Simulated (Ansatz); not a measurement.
# C₈H₁₀: basis-set convergence

The task here is to estimate one member of a computed series from the others.

Method: one geometry, several basis sets; program: Ansatz 0.2.0, Gaussian basis.

Plan: PBE0-D4/def2-SVP; ωB97M-V/def2-SVP; PBE0-D4/def2-QZVPP; ωB97M-V/def2-QZVPP; the functionals' def2-TZVPP values are taken from earlier runs.

**Structure used throughout**

An earlier PBE0-D4 in a triple-zeta def2 set relaxation fixed the geometry.

SMILES `Cc1ccc(C)cc1`, 18 atoms, charge 0, spin multiplicity 1.

Atoms are counted from 1 here; the program's logs count them from 0.

Bond lengths: C1–C2 1.498 Å, C1–H9 1.095 Å, C1–H10 1.092 Å, C1–H11 1.092 Å, C2–C3 1.391 Å, C2–C8 1.391 Å, C3–C4 1.385 Å, C3–H12 1.086 Å, C4–C5 1.391 Å, C4–H13 1.086 Å, C5–C6 1.498 Å, C5–C7 1.391 Å, C6–H14 1.095 Å, C6–H15 1.092 Å, C6–H16 1.092 Å, C7–C8 1.386 Å, C7–H17 1.086 Å, C8–H18 1.086 Å. Angles: C2–C1–H9 111.1°, C2–C1–H10 111.4°, C2–C1–H11 111.4°, H9–C1–H10 107.3°, H9–C1–H11 107.3°, H10–C1–H11 108.2°, C1–C2–C3 121.2°, C1–C2–C8 121.2°, C3–C2–C8 117.7°, C2–C3–C4 121.2°, C2–C3–H12 119.4°, C4–C3–H12 119.5°, C3–C4–C5 121.2°, C3–C4–H13 119.5°, C5–C4–H13 119.4°, C4–C5–C6 121.1°, C4–C5–C7 117.7°, C6–C5–C7 121.2° and more.

Set-up of the first run:

Input file in.yaml:

```yaml
crystal:
  periodic: [false, false, false]
  atoms:
    - {symbol: C, position_ang: [1.643478, -2.306595, -0.671220]}
    - {symbol: C, position_ang: [0.790102, -1.120485, -0.340011]}
    - {symbol: C, position_ang: [1.205156, 0.171961, -0.643703]}
    - {symbol: C, position_ang: [0.431140, 1.270997, -0.308276]}
    - {symbol: C, position_ang: [-0.790260, 1.120342, 0.340112]}
    - {symbol: C, position_ang: [-1.643446, 2.306626, 0.671188]}
    - {symbol: C, position_ang: [-1.205282, -0.172013, 0.643784]}
    - {symbol: C, position_ang: [-0.431209, -1.271126, 0.308337]}
    - {symbol: H, position_ang: [2.328920, -2.539438, 0.149942]}
    - {symbol: H, position_ang: [2.250571, -2.124254, -1.560061]}
    - {symbol: H, position_ang: [1.036318, -3.196010, -0.850458]}
    - {symbol: H, position_ang: [2.153247, 0.321398, -1.151043]}
    - {symbol: H, position_ang: [0.782647, 2.267577, -0.557040]}
    - {symbol: H, position_ang: [-2.321016, 2.546383, -0.154505]}
    - {symbol: H, position_ang: [-1.035606, 3.193382, 0.861155]}
    - {symbol: H, position_ang: [-2.258671, 2.120406, 1.553575]}
    - {symbol: H, position_ang: [-2.153360, -0.321452, 1.151135]}
    - {symbol: H, position_ang: [-0.782729, -2.267700, 0.557079]}
basis:
  gaussian: {orbitals: def2-SVP}
hamiltonian: {xc: pbe0, dispersion: d4}
output: {orbitals: {seedname: orbitals}}
```

Command:

```bash
$ ansatz run in.yaml --threads 2 --pin off --events-out ev --progress --plain --max-ram 32768MiB --backend cpu
```

Steps of the session up to this table: PBE0-D4 in def2-SVP; ωB97M-V in def2-SVP; PBE0-D4 in def2-QZVPP; ωB97M-V in def2-QZVPP.

One table of the session follows, with a row left open; its other results are not shown here.

It belongs to the step «Functionals by basis». 

| functional | basis | HOMO (eV) | LUMO (eV) |
| --- | --- | --- | --- |
| PBE0-D4 | def2-SVP | -6.61 | 0.07 |
| PBE0-D4 | def2-TZVPP | -6.64 | -0.11 |
| PBE0-D4 | def2-QZVPP | -6.65 | -0.16 |
| ωB97M-V | def2-SVP | ? | ? |
| ωB97M-V | def2-TZVPP | -8.69 | 1.86 |
| ωB97M-V | def2-QZVPP | -8.70 | 1.75 |

**Question.** Estimate the row for ωB97M-V, def2-SVP.

The run gave: HOMO (eV): -8.66; LUMO (eV): 2.14. In the column «HOMO (eV)» it lies between ωB97M-V, def2-TZVPP (-8.69) and PBE0-D4, def2-QZVPP (-6.65).
